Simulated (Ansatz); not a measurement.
# CH₅FOSi: basis-set convergence

Aim: see how fast density functionals converge with the basis set for CH₅FOSi.

The runs use Ansatz 0.2.0, Gaussian basis; one geometry, several basis sets.

The runs, in order: PBE0-D4/def2-SVP; ωB97M-V/def2-SVP; PBE0-D4/def2-QZVPP; ωB97M-V/def2-QZVPP; the functionals' def2-TZVPP values are taken from earlier runs.

## Step 1: Structure used throughout

An earlier PBE0-D4 in a triple-zeta def2 set relaxation fixed the geometry.

9 atoms, charge 0, spin multiplicity 1.

Atoms are counted from 1 here; the program's logs count them from 0.

Bond lengths: O1–C2 1.377 Å, O1–H5 0.963 Å, C2–F3 1.398 Å, C2–Si4 1.913 Å, C2–H6 1.099 Å, Si4–H7 1.482 Å, Si4–H8 1.484 Å, Si4–H9 1.485 Å. Angles: C2–O1–H5 109.6°, O1–C2–F3 110.0°, O1–C2–Si4 108.9°, O1–C2–H6 111.8°, F3–C2–Si4 108.7°, F3–C2–H6 104.9°, Si4–C2–H6 112.5°, C2–Si4–H7 108.9°, C2–Si4–H8 108.2°, C2–Si4–H9 108.8°, H7–Si4–H8 110.6°, H7–Si4–H9 110.6°, H8–Si4–H9 109.7°.

## Step 2: PBE0-D4 in def2-SVP

in.yaml

```yaml
crystal:
  periodic: [false, false, false]
  atoms:
    - {symbol: O, position_ang: [-0.153216, 1.193898, -1.092796]}
    - {symbol: C, position_ang: [0.495821, 0.121629, -0.521803]}
    - {symbol: F, position_ang: [0.598867, -0.922013, -1.445839]}
    - {symbol: Si, position_ang: [-0.517765, -0.487793, 0.981243]}
    - {symbol: H, position_ang: [0.415377, 1.600530, -1.755403]}
    - {symbol: H, position_ang: [1.533474, 0.367851, -0.256497]}
    - {symbol: H, position_ang: [-1.895363, -0.802861, 0.534733]}
    - {symbol: H, position_ang: [0.144393, -1.698613, 1.527444]}
    - {symbol: H, position_ang: [-0.533189, 0.581072, 2.011818]}
basis:
  gaussian: {orbitals: def2-SVP}
hamiltonian: {xc: pbe0, dispersion: d4}
output: {orbitals: {seedname: orbitals}}
```

Started as:

```console
ansatz run in.yaml --threads 2 --pin off --events-out ev --progress --plain --max-ram 4352MiB
```

After this run come: ωB97M-V in def2-SVP; PBE0-D4 in def2-QZVPP; ωB97M-V in def2-QZVPP.

Q: Predict the results of all the runs planned. Wanted: PBE0-D4: double and triple zeta above quadruple; ωB97M-V: double and triple zeta above quadruple.

**Answer**, as computed:

| quantity | value |
| --- | --- |
| PBE0-D4: double and triple zeta above quadruple | 10.49, 0.59 eV |
| ωB97M-V: double and triple zeta above quadruple | 10.68, 0.56 eV |

In words: For PBE0-D4 the step from double to triple zeta gains 9.89 eV and the next only 0.59 eV. Total energies overstate the basis error of differences, where much of it tends to cancel. The LUMO of ωB97M-V is positive and keeps falling with the basis (2.82 to 1.46 eV): an unbound level that the basis holds in place.
